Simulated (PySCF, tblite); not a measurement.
# C4H5FO3Si− (doublet): geometry, infrared bands and EPR parameters

Wanted: the infrared bands and EPR parameters of C4H5FO3Si− (doublet) (`[O-][C]1OCOC=C1[SiH2]F`), by calculation.

Computed with tblite 0.8.0 and PySCF 2.14.0, with density-fitted response routines of our own, on a single molecule in the gas phase. Atoms count from 0, in the outputs and in this text.

## 1. Starting geometry

14 atoms, charge -1, multiplicity 2; geometry from: force field or distance geometry start.

Bonds of the start (Å): O0–C1 1.39, C1–O2 1.38, O2–C3 1.41, C3–O4 1.42, O4–C5 1.40, C5–C6 1.33, C6–Si7 1.82, Si7–F8 1.70, C6–C1 1.50, C3–H9 1.11, C3–H10 1.10, C5–H11 1.06, Si7–H12 1.49, Si7–H13 1.46.

## 2. Optimising the geometry with GFN2-xTB

Job settings and geometry (Å):

```
{"job": {"kind": "relax", "xc": "GFN2-xTB", "basis": "xTB"}, "charge": -1, "multiplicity": 2}
O      0.406700    -1.819000     1.263300
C     -0.382000    -0.746300     0.857100
O     -1.417100    -1.107500     0.017200
C     -2.281400     0.005700    -0.027700
O     -1.591700     1.232400    -0.204400
C     -0.216600     1.214400    -0.490100
C      0.456900     0.204400     0.049600
Si     2.251700    -0.057000    -0.140100
F      2.963100    -0.220900     1.394500
H     -2.995500    -0.210000    -0.855500
H     -2.864800    -0.001200     0.909000
H      0.276800     1.942600    -1.079200
H      2.457300    -1.388200    -0.775600
H      2.936000     0.950100    -0.940200
```

Started as:

```sh
> OMP_NUM_THREADS=1 python probes_run.py task.json out
```

The driver reads the jobs from task.json and runs them one after another.

**Question.** This job is followed by: GFN2-xTB harmonic vibrations, gas phase; UKS B3LYP, pcH-1 on C F H O Si, non-relativistic, mean-field spin-orbit, GIAO. Predict these results of the whole session: strongest single infrared mode (GFN2-xTB); zero-point energy (GFN2-xTB); g(iso) (B3LYP); ⟨S²⟩; largest a(iso) (averaged by class).

The runs gave:

| quantity | value |
| --- | --- |
| strongest single infrared mode (GFN2-xTB) | 1639 cm⁻¹, 595 km/mol |
| zero-point energy (GFN2-xTB) | 51.6 kcal/mol |
| g(iso) (B3LYP) | 2.00327 |
| ⟨S²⟩ | 0.758 (exact 0.75) |
| largest a(iso) (averaged by class) | 13C on C5, 85.8 MHz |

In words: The optimisation took 166 steps and gained 2.464 eV; among the close pairs (by a distance rule), O0–C1 changed most, from 1.392 to 1.243 Å. All 36 modes are real, so the xTB geometry is a minimum. The strongest single mode, at 1639 cm⁻¹, moves mainly C1. GFN2-xTB is a fitted tight-binding method: band positions and strengths are rough. Its intensities can rank the bands wrongly. Most of the unpaired spin sits on C5 (0.69 e). The isotropic g lies 1.0 ppt above the free-electron value.
